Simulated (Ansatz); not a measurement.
# C2H6BrFSi: a ladder of functionals and wavefunction methods

The task here is to estimate one member of a computed series from the others.

Method: functionals in def2-TZVPP, the program's frozen cores in correlated methods; program: Ansatz 0.2.0, Gaussian basis.

Levels to be run: PBE-D4, r2SCAN-D4, PBE0-D4, B3LYP-D4, ωB97X-V, ωB97M-V, B2PLYP; CCSD(T)/def2-TZVPP; MP2/def2-QZVPP; extrapolation to the limit.

## The relaxed structure

An earlier PBE0-D4 in a triple-zeta def2 set relaxation fixed the geometry.

SMILES `C[SiH2]C(F)Br`, 11 atoms, charge 0, spin multiplicity 1.

Atoms are counted from 1 here; the program's logs count them from 0.

Bond lengths: C1–Si2 1.859 Å, C1–H6 1.091 Å, C1–H7 1.092 Å, C1–H8 1.092 Å, Si2–C3 1.908 Å, Si2–H9 1.485 Å, Si2–H10 1.489 Å, C3–F4 1.368 Å, C3–Br5 1.956 Å, C3–H11 1.091 Å. Angles: Si2–C1–H6 110.8°, Si2–C1–H7 110.3°, Si2–C1–H8 110.4°, H6–C1–H7 108.5°, H6–C1–H8 108.5°, H7–C1–H8 108.2°, C1–Si2–C3 110.1°, C1–Si2–H9 113.1°, C1–Si2–H10 111.5°, C3–Si2–H9 106.4°, C3–Si2–H10 106.2°, H9–Si2–H10 109.2°, Si2–C3–F4 111.1°, Si2–C3–Br5 109.1°, Si2–C3–H11 114.8°, F4–C3–Br5 108.9°, F4–C3–H11 108.2°, Br5–C3–H11 104.3°.

The first run:

Input file in.yaml:

```yaml
crystal:
  periodic: [false, false, false]
  atoms:
    - {symbol: C, position_ang: [-1.060212, 0.338142, -1.111298]}
    - {symbol: Si, position_ang: [0.146555, -0.772615, -0.235311]}
    - {symbol: C, position_ang: [0.854742, 0.110993, 1.299880]}
    - {symbol: F, position_ang: [-0.140969, 0.463170, 2.170030]}
    - {symbol: Br, position_ang: [1.800410, 1.725236, 0.730326]}
    - {symbol: H, position_ang: [-0.563518, 1.238758, -1.476127]}
    - {symbol: H, position_ang: [-1.862541, 0.636347, -0.433012]}
    - {symbol: H, position_ang: [-1.507210, -0.180623, -1.962299]}
    - {symbol: H, position_ang: [1.310303, -1.147412, -1.077976]}
    - {symbol: H, position_ang: [-0.515081, -2.009070, 0.264190]}
    - {symbol: H, position_ang: [1.602920, -0.459729, 1.852298]}
basis:
  gaussian: {orbitals: def2-TZVPP}
hamiltonian: {xc: pbe, dispersion: d4}
output: {forces: true, orbitals: {seedname: orbitals}}
```

On the command line:

```bash
> ansatz run in.yaml --threads 2 --pin off --events-out ev --progress --plain --max-ram 22528MiB --backend cpu
```

Among the steps run: PBE-D4 (GGA); r2SCAN-D4 (meta-GGA); PBE0-D4 (hybrid); B3LYP-D4 (hybrid); ωB97X-V (range-separated); ωB97M-V (range-separated); B2PLYP (double hybrid); CCSD(T) in def2-TZVPP; MP2 in def2-QZVPP.

One table of the session follows, with a row left open; its other results are not shown here.

It belongs to the step «Atomisation energies». 

| method | atomisation energy (eV) |
| --- | --- |
| PBE-D4 | 39.775 |
| r2SCAN-D4 | 39.274 |
| PBE0-D4 | ? |
| B3LYP-D4 | 39.026 |
| ωB97X-V | 39.252 |
| ωB97M-V | 39.171 |
| B2PLYP | 38.594 |
| HF/def2-TZVPP | 28.696 |
| MP2/def2-TZVPP | 38.683 |
| CCSD/def2-TZVPP | 37.584 |
| CCSD(T)/def2-TZVPP | 38.152 |
| MP2/CBS | 39.718 |
| CCSD(T)/CBS | 39.187 |

**Question.** Estimate the row for PBE0-D4.

The run gave: atomisation energy (eV): 39.152. In the column «atomisation energy (eV)» it lies between B3LYP-D4 (39.026) and ωB97M-V (39.171).
